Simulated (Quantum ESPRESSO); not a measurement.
# Nb in Quantum ESPRESSO: a series of runs

One slab, Nb, is run at these levels: PBE+D3, RPBE+D3(BJ); tasks: work function, projected density of states.

All numbers are computed with Quantum ESPRESSO 7.5; they aren't measurements. Logs are shortened: lines on timing, memory, paths and dates and some standing lists are left out, and cuts for length are marked.

## 1. The slab as given

The cell holds a slab with vacuum, 7 atoms: a = 3.328 Å, b = 3.328 Å, c = 24.984 Å, α = 90.00°, β = 90.00°, γ = 90.00°.

The slab is cut from a database's or a generator's crystal, which needn't be the stable form of the element.

## 2. Work function, PBE+D3

Contents of pw.in:

```
&CONTROL
  calculation = 'scf'
  prefix = 'pwscf'
  outdir = './tmp'
  pseudo_dir = './pseudo'
  tprnfor = .true.
  disk_io = 'low'
/
&SYSTEM
  ibrav = 0
  celldm(1) = 8
  nat = 7
  ntyp = 1
  ecutwfc = 40
  ecutrho = 200
  nbnd = 59
  occupations = 'smearing'
  smearing = 'gaussian'
  degauss = 0.00367493
  vdw_corr = 'grimme-d3'
  dftd3_version = 3
  assume_isolated = 'esm'
  esm_bc = 'bc1'
/
&ELECTRONS
  conv_thr = 7d-09
  electron_maxstep = 150
  mixing_beta = 0.3
  mixing_mode = 'local-TF'
  tqr = .true.
/
ATOMIC_SPECIES
Nb    92.9064 nb_pbe_v1.uspp.F.UPF
CELL_PARAMETERS alat
  0.7861024462678   0.0000000000000   0.0000000000000
  0.0000000000000   0.7861024462678   0.0000000000000
  0.0000000000000   0.0000000000000   5.9015438224766
ATOMIC_POSITIONS crystal
Nb     0.5000000000    0.5000000000   -0.1998042724
Nb     0.0000000000    0.0000000000   -0.1332028483
Nb     0.5000000000    0.5000000000   -0.0666014241
Nb     0.0000000000    0.0000000000    0.0000000000
Nb     0.5000000000    0.5000000000    0.0666014241
Nb     0.0000000000    0.0000000000    0.1332028483
Nb     0.5000000000    0.5000000000    0.1998042724
K_POINTS automatic
8 8 1 0 0 0
```

Contents of pp_density.in:

```
&INPUTPP
  prefix = 'pwscf'
  outdir = './tmp'
  filplot = 'density.dat'
  plot_num = 0
/
&PLOT
  nfile = 1
  filepp(1) = 'density.dat'
  iflag = 3
  output_format = 6
  fileout = 'density.cube'
/
```

Contents of pp_potential.in:

```
&INPUTPP
  prefix = 'pwscf'
  outdir = './tmp'
  filplot = 'potential.dat'
  plot_num = 11
/
&PLOT
  nfile = 1
  filepp(1) = 'potential.dat'
  iflag = 3
  output_format = 6
  fileout = 'potential.cube'
/
```

Potentials or basis: GBRV 1.5 PBE.

Launch:

```
$ OMP_NUM_THREADS=1 mpirun -n 2 pw.x -nk 2 -in pw.in > pw.out
$ OMP_NUM_THREADS=1 mpirun -n 1 pp.x -in pp_density.in > pp_density.out
$ OMP_NUM_THREADS=1 mpirun -n 1 pp.x -in pp_potential.in > pp_potential.out
```

pw.out:

```text
This program is part of the open-source Quantum ESPRESSO suite
     for quantum simulation of materials; please cite
         "P. Giannozzi et al., J. Phys.:Condens. Matter 21 395502 (2009);
         "P. Giannozzi et al., J. Phys.:Condens. Matter 29 465901 (2017);
         "P. Giannozzi et al., J. Chem. Phys. 152 154105 (2020);
     in publications or presentations arising from this work. More details at

     Message from routine setup:
     using ibrav=0 with symmetry is DISCOURAGED, use correct ibrav instead

     K-points division:     npool     =       2
     Subspace diagonalization in iterative solution of the eigenvalue problem:
     a serial algorithm will be used

     G-vector sticks info
     --------------------
     sticks:   dense  smooth     PW     G-vecs:    dense   smooth      PW
     Sum         633     505    149                89053    63871   10837

     Using Slab Decomposition

     bravais-lattice index     =            0
     lattice parameter (alat)  =       8.0000  a.u.
     unit-cell volume          =    1867.2131 (a.u.)^3
     number of atoms/cell      =            7
     number of atomic types    =            1
     number of electrons       =        91.00
     number of Kohn-Sham states=           59
     kinetic-energy cutoff     =      40.0000  Ry
     charge density cutoff     =     200.0000  Ry
     scf convergence threshold =      7.0E-09
     mixing beta               =       0.3000
     number of iterations used =            8  local-TF  mixing
     Exchange-correlation= SLA  PW   PBE  PBE
                           (   1   4   3   4   0   0   0)

     Effective Screening Medium Method
     =================================
     Boundary Conditions: Vacuum-Slab-Vacuum
     total charge in unit cell        =   0.0000
     grid points for fit at edges     =        4

     celldm(1)=   8.000000  celldm(2)=   0.000000  celldm(3)=   0.000000
     celldm(4)=   0.000000  celldm(5)=   0.000000  celldm(6)=   0.000000

     crystal axes: (cart. coord. in units of alat)
               a(1) = (   0.786102   0.000000   0.000000 )
               a(2) = (   0.000000   0.786102   0.000000 )
               a(3) = (   0.000000   0.000000   5.901544 )

     reciprocal axes: (cart. coord. in units 2 pi/alat)
               b(1) = (  1.272099  0.000000  0.000000 )
               b(2) = (  0.000000  1.272099  0.000000 )
               b(3) = (  0.000000  0.000000  0.169447 )

     PseudoPot. # 1 for Nb read from file:
     nb_pbe_v1.uspp.F.UPF
     Pseudo is Ultrasoft + core correction, Zval = 13.0
     Generated by new atomic code, or converted to UPF format
     Using radial grid of  887 points,  6 beta functions with:
                l(1) =   0
                l(2) =   0
                l(3) =   1
                l(4) =   1
                l(5) =   2
                l(6) =   2
     Q(r) pseudized with  6 coefficients,  rinner =    1.000   1.000   1.000
                                                       1.000   1.000

     atomic species   valence    mass     pseudopotential
     Nb               13.00    92.90640     Nb( 1.00)

     16 Sym. Ops., with inversion, found

   Cartesian axes

     site n.     atom                  positions (alat units)
         1        Nb     tau(   1) = (   0.3930512   0.3930512  -1.1791537  )
         2        Nb     tau(   2) = (   0.0000000   0.0000000  -0.7861024  )
         3        Nb     tau(   3) = (   0.3930512   0.3930512  -0.3930512  )
         4        Nb     tau(   4) = (   0.0000000   0.0000000   0.0000000  )
         5        Nb     tau(   5) = (   0.3930512   0.3930512   0.3930512  )
         6        Nb     tau(   6) = (   0.0000000   0.0000000   0.7861024  )
         7        Nb     tau(   7) = (   0.3930512   0.3930512   1.1791537  )

     --------------------------------------------
     DFT-D3 Dispersion Correction (3-body terms):
     --------------------------------------------
       Reference C6 values for interpolation:

         atom   Coordination number   C6
         Nb         0.000          2950.50
         Nb         1.954          1161.16
         Nb         2.922           857.79

       Values used:

         atom   Coordination number  R0_AB[au]  C6      C8
         Nb         7.667            3.647    857.79 111659.18
         Nb        11.581            3.647    857.79 111659.18
         Nb        12.375            3.647    857.79 111659.18
         Nb        12.388            3.647    857.79 111659.18
         Nb        12.375            3.647    857.79 111659.18
         Nb        11.581            3.647    857.79 111659.18
         Nb         7.667            3.647    857.79 111659.18

         Molecular C6 ( Ry / a.u.^6 ) =     42031.83

     number of k points=    15  Gaussian smearing, width (Ry)=  0.0037
                       cart. coord. in units 2pi/alat
        k(    1) = (   0.0000000   0.0000000   0.0000000), wk =   0.0312500
        k(    2) = (   0.0000000   0.1590124   0.0000000), wk =   0.1250000
        k(    3) = (   0.0000000   0.3180247   0.0000000), wk =   0.1250000
        k(    4) = (   0.0000000   0.4770371   0.0000000), wk =   0.1250000
        k(    5) = (   0.0000000  -0.6360494   0.0000000), wk =   0.0625000
        k(    6) = (   0.1590124   0.1590124   0.0000000), wk =   0.1250000
        k(    7) = (   0.1590124   0.3180247   0.0000000), wk =   0.2500000
        k(    8) = (   0.1590124   0.4770371   0.0000000), wk =   0.2500000
        k(    9) = (   0.1590124  -0.6360494   0.0000000), wk =   0.1250000
        k(   10) = (   0.3180247   0.3180247   0.0000000), wk =   0.1250000
        k(   11) = (   0.3180247   0.4770371   0.0000000), wk =   0.2500000
        k(   12) = (   0.3180247  -0.6360494   0.0000000), wk =   0.1250000
        k(   13) = (   0.4770371   0.4770371   0.0000000), wk =   0.1250000
        k(   14) = (   0.4770371  -0.6360494   0.0000000), wk =   0.1250000
        k(   15) = (  -0.6360494  -0.6360494   0.0000000), wk =   0.0312500

     Dense  grid:    89053 G-vectors     FFT dimensions: (  30,  30, 216)

     Smooth grid:    63871 G-vectors     FFT dimensions: (  25,  25, 192)
     Real space treatment of Q(r)

     Check: negative core charge=   -0.000001

     Initializing real-space augmentation for DENSE grid
     Message from routine real_space_q:
     integrated real space q too different from target q
     Largest difference:   0.000623 for atom type # 1

     Initial potential from superposition of free atoms

     starting charge      90.9809, renormalised to      91.0000

     negative rho (up, down):  3.695E-03 0.000E+00
     Starting wfcs are   91 randomized atomic wfcs

     Self-consistent Calculation

     iteration #  1     ecut=    40.00 Ry     beta= 0.30
     Davidson diagonalization with overlap
     ethr =  1.00E-02,  avg # of iterations =  1.5

     negative rho (up, down):  1.498E-03 0.000E+00

     total energy              =    -825.52945396 Ry
     estimated scf accuracy    <       8.83713686 Ry

     iteration #  2     ecut=    40.00 Ry     beta= 0.30
     Davidson diagonalization with overlap
     ethr =  9.71E-03,  avg # of iterations =  1.0

     negative rho (up, down):  1.312E-04 0.000E+00

     total energy              =    -825.11673313 Ry
     estimated scf accuracy    <       4.51286593 Ry
[... 316 lines left out ...]
     iteration # 37     ecut=    40.00 Ry     beta= 0.30
     Davidson diagonalization with overlap
     ethr =  3.22E-11,  avg # of iterations =  6.5

     negative rho (up, down):  4.284E-03 0.000E+00

     total energy              =    -825.45306166 Ry
     estimated scf accuracy    <          7.5E-09 Ry

     iteration # 38     ecut=    40.00 Ry     beta= 0.30
     Davidson diagonalization with overlap
     ethr =  8.26E-12,  avg # of iterations =  6.7

     negative rho (up, down):  4.285E-03 0.000E+00

     End of self-consistent calculation

          k = 0.0000 0.0000 0.0000 (  7983 PWs)   bands (ev):

   -58.9520 -58.9520 -58.2646 -58.2396 -58.1177 -58.0020 -57.8927 -35.0730
   -35.0725 -34.9307 -34.9307 -34.9300 -34.9300 -34.4777 -34.4555 -34.4102
   -34.4102 -34.2849 -34.2849 -34.2809 -34.0819 -34.0819 -34.0132 -33.8598
   -33.8598 -33.7212 -33.6652 -33.6652  -9.4508  -8.7298  -7.6734  -7.3093
    -7.2174  -6.8977  -6.7777  -6.5588  -6.2412  -6.1050  -5.0222  -3.7475
    -3.7186  -3.7171  -3.6114  -3.6114  -3.5618  -3.5618  -3.4026  -3.4026
    -3.3897  -3.0785  -2.9082  -2.9082  -2.4355  -2.3426  -2.0165  -2.0165
    -1.5706  -1.1445  -1.0230

          k = 0.0000 0.1590 0.0000 (  7987 PWs)   bands (ev):

   -58.9479 -58.9479 -58.2537 -58.2330 -58.1136 -58.0053 -57.9023 -35.0814
   -35.0802 -34.9750 -34.9745 -34.9189 -34.9185 -34.5308 -34.4889 -34.3985
   -34.3844 -34.3743 -34.2733 -34.1814 -34.1563 -34.0836 -33.9491 -33.8949
   -33.8750 -33.6931 -33.6919 -33.6862  -9.1523  -8.4757  -7.5057  -7.1181
    -6.9943  -6.7728  -6.6390  -6.4227  -6.2950  -5.8331  -4.9925  -4.1689
    -4.0080  -3.9894  -3.9103  -3.8559  -3.6896  -3.6376  -3.6108  -3.2259
    -3.2025  -3.1208  -2.9667  -2.3124  -2.3110  -2.0766  -2.0678  -1.8706
    -1.3158  -1.2342  -1.1493
[... 113 lines left out ...]
   -58.9128 -58.9128 -58.1769 -58.1764 -58.0356 -58.0175 -57.9869 -35.1563
   -35.1535 -35.1530 -35.1529 -35.0017 -35.0011 -34.7028 -34.6637 -34.6073
   -34.5020 -34.4640 -34.2811 -34.2304 -34.2043 -34.1480 -33.9801 -33.9794
   -33.9437 -33.8516 -33.7638 -33.6962  -7.0762  -6.7652  -6.3590  -6.2047
    -5.8283  -5.7009  -5.5769  -5.4197  -5.3647  -5.2558  -5.1607  -4.9931
    -4.9842  -4.8173  -4.7746  -4.5630  -4.4191  -3.9033  -3.7918  -2.7674
    -2.7672  -2.6836  -2.4758  -1.9210  -1.9109  -1.2174  -0.6963  -0.6097
    -0.3808  -0.3717  -0.1177

          k = 0.4770-0.6360 0.0000 (  7958 PWs)   bands (ev):

   -58.9101 -58.9101 -58.1731 -58.1729 -58.0249 -58.0162 -57.9939 -35.1844
   -35.1825 -35.1661 -35.1636 -34.9899 -34.9893 -34.7345 -34.7068 -34.6040
   -34.5092 -34.3968 -34.2594 -34.2445 -34.2117 -34.1011 -34.0961 -34.0400
   -33.9213 -33.8883 -33.7181 -33.7178  -7.0494  -7.0304  -6.4102  -6.3654
    -5.8132  -5.6962  -5.6032  -5.5129  -5.3680  -5.2819  -5.2771  -5.2679
    -5.1426  -4.8273  -4.5536  -4.2727  -4.1832  -3.3954  -3.3815  -2.5357
    -2.4514  -1.9190  -1.8345  -1.7868  -1.7424  -0.8268  -0.6959  -0.5914
    -0.2755  -0.1579  -0.1472

          k =-0.6360-0.6360 0.0000 (  7936 PWs)   bands (ev):

   -58.9077 -58.9077 -58.1705 -58.1703 -58.0223 -58.0136 -57.9912 -35.1959
   -35.1959 -35.1918 -35.1918 -34.9810 -34.9806 -34.7506 -34.7506 -34.5375
   -34.5375 -34.2962 -34.2610 -34.2546 -34.2546 -34.1872 -34.0684 -34.0620
   -33.9574 -33.9574 -33.7014 -33.7014  -7.2086  -7.1990  -6.5103  -6.5011
    -5.7021  -5.5491  -5.5491  -5.5098  -5.5098  -5.4921  -5.3400  -5.3400
    -5.1366  -4.8598  -4.8598  -4.0347  -4.0347  -2.8898  -2.8898  -1.7110
    -1.6922  -1.4366  -1.4366  -1.0933  -1.0928  -0.5791  -0.4577  -0.3907
    -0.0893  -0.0338   0.0642

     the Fermi energy is    -3.8048 ev

!    total energy              =    -825.45306410 Ry
     estimated scf accuracy    <          1.7E-09 Ry
     smearing contrib. (-TS)   =      -0.00059129 Ry
     internal energy E=F+TS    =    -825.45247281 Ry

     The total energy is F=E-TS. E is the sum of the following terms:
     one-electron contribution =   19120.34877141 Ry
     hartree contribution      =   -9585.23301058 Ry
     xc contribution           =    -128.44905462 Ry
     ewald contribution        =  -10231.93309762 Ry
     DFT-D3 Dispersion         =      -0.18608140 Ry

     convergence has been achieved in  38 iterations

     negative rho (up, down):  4.285E-03 0.000E+00

     Forces acting on atoms (cartesian axes, Ry/au):

     atom    1 type  1   force =     0.00000000    0.00000000    0.05899874
     atom    2 type  1   force =     0.00000000    0.00000000   -0.03253961
     atom    3 type  1   force =     0.00000000    0.00000000   -0.00714330
     atom    4 type  1   force =     0.00000000    0.00000000    0.00000000
     atom    5 type  1   force =     0.00000000    0.00000000    0.00714330
     atom    6 type  1   force =     0.00000000    0.00000000    0.03253961
     atom    7 type  1   force =     0.00000000    0.00000000   -0.05899874

     Total force =     0.095820     Total SCF correction =     0.000146

=------------------------------------------------------------------------------=
   JOB DONE.
=------------------------------------------------------------------------------=
```

Run time: 4.2 min. Hardware: 2 MPI ranks of Arm Neoverse V2, shared host; peak memory 0.5 GiB.

What came out:

| Item | Value |
| --- | --- |
| Free energy | -11230.8611 eV |
| Largest force | 1.517 eV/Å |
| Band gap on the k mesh | none (metal or under the smearing width) |
| Work function of the upper face | 3.80 eV |
| Work function of the lower face | 3.80 eV |

Forces on the atoms (eV/Å):
```
Nb   0.000  0.000  1.517
Nb   0.000  0.000 -0.837
Nb   0.000  0.000 -0.184
Nb   0.000  0.000  0.000
Nb   0.000  0.000  0.184
Nb   0.000  0.000  0.837
Nb   0.000  0.000 -1.517
```

Caveat: real space augmentation costs some meV and hundredths of eV per Å.

## 3. Projected density of states, RPBE+D3(BJ)

Contents of pw.in:

```
&CONTROL
  calculation = 'scf'
  prefix = 'pwscf'
  outdir = './tmp'
  pseudo_dir = './pseudo'
  tprnfor = .true.
  disk_io = 'low'
/
&SYSTEM
  ibrav = 0
  celldm(1) = 8
  nat = 7
  ntyp = 1
  ecutwfc = 82
  nbnd = 59
  input_dft = 'rpbe'
  occupations = 'smearing'
  smearing = 'gaussian'
  degauss = 0.00734986
  vdw_corr = 'grimme-d3'
  dftd3_version = 4
/
&ELECTRONS
  conv_thr = 7d-09
  electron_maxstep = 150
  mixing_beta = 0.3
  mixing_mode = 'local-TF'
/
ATOMIC_SPECIES
Nb    92.9064 Nb.upf
CELL_PARAMETERS alat
  0.7861024462678   0.0000000000000   0.0000000000000
  0.0000000000000   0.7861024462678   0.0000000000000
  0.0000000000000   0.0000000000000   5.9015438224766
ATOMIC_POSITIONS crystal
Nb     0.5000000000    0.5000000000    0.3001957276
Nb     0.0000000000    0.0000000000    0.3667971517
Nb     0.5000000000    0.5000000000    0.4333985759
Nb     0.0000000000    0.0000000000    0.5000000000
Nb     0.5000000000    0.5000000000    0.5666014241
Nb     0.0000000000    0.0000000000    0.6332028483
Nb     0.5000000000    0.5000000000    0.6998042724
K_POINTS automatic
8 8 1 0 0 0
```

Contents of nscf.in:

```
&CONTROL
  calculation = 'nscf'
  prefix = 'pwscf'
  outdir = './tmp'
  pseudo_dir = './pseudo'
  disk_io = 'low'
/
&SYSTEM
  ibrav = 0
  celldm(1) = 8
  nat = 7
  ntyp = 1
  ecutwfc = 82
  nbnd = 59
  input_dft = 'rpbe'
  occupations = 'tetrahedra_opt'
  vdw_corr = 'grimme-d3'
  dftd3_version = 4
/
&ELECTRONS
  conv_thr = 1d-08
  electron_maxstep = 150
  mixing_beta = 0.3
  mixing_mode = 'local-TF'
  startingwfc = 'random'
/
ATOMIC_SPECIES
Nb    92.9064 Nb.upf
CELL_PARAMETERS alat
  0.7861024462678   0.0000000000000   0.0000000000000
  0.0000000000000   0.7861024462678   0.0000000000000
  0.0000000000000   0.0000000000000   5.9015438224766
ATOMIC_POSITIONS crystal
Nb     0.5000000000    0.5000000000    0.3001957276
Nb     0.0000000000    0.0000000000    0.3667971517
Nb     0.5000000000    0.5000000000    0.4333985759
Nb     0.0000000000    0.0000000000    0.5000000000
Nb     0.5000000000    0.5000000000    0.5666014241
Nb     0.0000000000    0.0000000000    0.6332028483
Nb     0.5000000000    0.5000000000    0.6998042724
K_POINTS automatic
12 12 2 0 0 0
```

Contents of projwfc.in:

```
&PROJWFC
  prefix = 'pwscf'
  outdir = './tmp'
  filpdos = 'p'
  Emin = -8
  Emax = 17
  DeltaE = 0.05
/
```

Potentials or basis: PseudoDojo 0.4 SR PBE stringent.

Launch:

```
$ OMP_NUM_THREADS=1 mpirun -n 2 pw.x -nk 2 -in pw.in > pw.out
$ OMP_NUM_THREADS=1 mpirun -n 2 pw.x -nk 2 -in nscf.in > nscf.out
$ OMP_NUM_THREADS=1 mpirun -n 1 projwfc.x -in projwfc.in > projwfc.out
```

Wall time 29 min (2 MPI ranks of Arm Neoverse V2, shared host); peak memory 1.6 GiB.

Results (log left out):

* Free energy: -11890.9524 eV
* Largest force: 3.023 eV/Å
* Band gap on the k mesh: none (metal or under the smearing width)

Forces on the atoms (eV/Å):
```
Nb   0.000  0.000  3.023
Nb   0.000  0.000  0.066
Nb   0.000  0.000 -0.281
Nb   0.000  0.000  0.000
Nb   0.000  0.000  0.281
Nb   0.000  0.000 -0.066
Nb   0.000  0.000 -3.023
```

Levels at points of the mesh, in eV from the Fermi level:
```csv
k point,band 41,band 42,band 43,band 44,band 45,band 46,band 47,band 48,band 49,band 50
"(0.00, 0.00, 0.00)",0.09,0.09,0.19,0.19,0.24,0.24,0.39,0.39,0.41,0.72
"(0.00, -0.50, 0.00)",-0.90,-0.69,-0.69,-0.03,0.01,0.08,0.25,0.45,0.79,1.11
"(-0.50, -0.50, 0.00)",-1.35,-1.08,-1.08,-0.26,-0.26,0.89,0.89,2.09,2.11,2.34
```

States per cell in windows of 1 eV (zero at the Fermi level; states under -8 eV left out):
```csv
from (eV),total,Nb#1 d wfc3,Nb#7 d wfc3,Nb#2 d wfc3,Nb#6 d wfc3,Nb#3 d wfc3,Nb#5 d wfc3
-8.0,0.00,0.00,0.00,0.00,0.00,0.00,0.00
-7.0,0.00,0.00,0.00,0.00,0.00,0.00,0.00
-6.0,0.24,0.00,0.00,0.00,0.00,0.00,0.00
-5.0,0.84,0.01,0.01,0.01,0.01,0.01,0.01
-4.0,4.47,0.20,0.20,0.42,0.42,0.52,0.52
-3.0,9.00,0.94,0.94,1.27,1.27,1.07,1.07
-2.0,10.26,1.45,1.45,1.49,1.49,1.27,1.27
-1.0,9.83,1.45,1.45,0.96,0.96,1.28,1.28
0.0,9.12,2.30,2.30,0.69,0.69,0.58,0.58
1.0,7.11,1.37,1.37,0.73,0.73,0.75,0.75
2.0,7.72,0.70,0.70,1.12,1.12,1.12,1.12
```

Caveat: the potentials were made for another functional, which shifts forces and pressure.
